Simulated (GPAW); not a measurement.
InSb3, 4 atoms in the cell. The structure is cubic, space group Fm-3m (No. 225). The conventional cell has a = 7.589 Å, b = 7.589 Å, c = 7.589 Å, α = 90.00°, β = 90.00°, γ = 90.00°. Sb (site symmetry m-3m) has 8 Sb at 3.29 Å as nearest neighbours. Around Sb (site symmetry -43m) lie 4 In at 3.29 Å and 4 Sb at 3.29 Å. In (site symmetry m-3m) is surrounded by 8 Sb at 3.29 Å. The cell comes from a database or a generator and needn't be the stable form of this composition.

* Program: GPAW 26.7.0
* Task: relaxation of cell and atoms
* Functional: PBEsol
* Potentials or basis: PAW data sets generated in the run's folder for this functional
* Cutoff: 600 eV
* Basis: pw
* k mesh: 5 × 5 × 5
* Occupations: fermi-dirac, width 0.05 eV
* Spin: no spin polarisation
* Target pressure: 2 GPa
* Maxiter: 150
* Optimizer: BFGS
* Fmax: 0.02 eV/Å
* Max steps: 60
* Target pressure: 2 GPa
* Convergence: density=1e-05 forces=0.0001

Potentials or basis: PAW data sets generated in the run's folder for this functional, pw.

Run with:

```console
$ gpaw-setup -f PBEsol In Sb
$ OMP_NUM_THREADS=1 python run.py
```

Hardware: 1 thread of Arm Neoverse V2, with other jobs on the host.

How long does it take, and how much memory?

It took 2.2 min on 1 thread of Arm Neoverse V2 (shared host), peak memory 0.25 GiB. Counts: scf iterations 48, plane waves 3695, bands 45, k points 10, ion steps 5.
